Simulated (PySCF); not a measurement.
# C2H3NSe (methyl selenocyanate): the cost of one run

Programs: PySCF 2.14.0, with routines of our own; each step states its level. All values are computed. Atoms count from 0.

## 1. The system as given

7 atoms, charge 0, multiplicity 1; geometry from: GFN2-xTB.

## 2. Geometry optimisation at PBE0-D3(BJ)/def2-SVP

The job: settings as JSON, then the geometry in Å.

```
{"job": {"xc": "PBE0", "basis": "def2-SVP", "d3": "d3bj", "grid": 1, "maxiter": 30, "shake": 0.01, "kind": "geom"}, "charge": 0, "multiplicity": 1}
C     -0.996760    -0.032430     0.118310
Se     0.454800    -1.292840     0.264180
C      1.766970    -0.055170     0.141530
N      2.658860     0.728400     0.073410
H     -0.950390     0.503400    -0.850060
H     -1.941970    -0.577180     0.162610
H     -0.957560     0.696720     0.939680
```

The run is started by

```bash
> OMP_NUM_THREADS=1 python heavy_run.py task.json out
```

The driver reads the jobs from task.json and runs them one after another.

**Question.** How long does this first job take on 1 thread of Arm Neoverse V1, shared host, and how much memory does it need?

About 20 s, with a peak of 0.36 GiB.
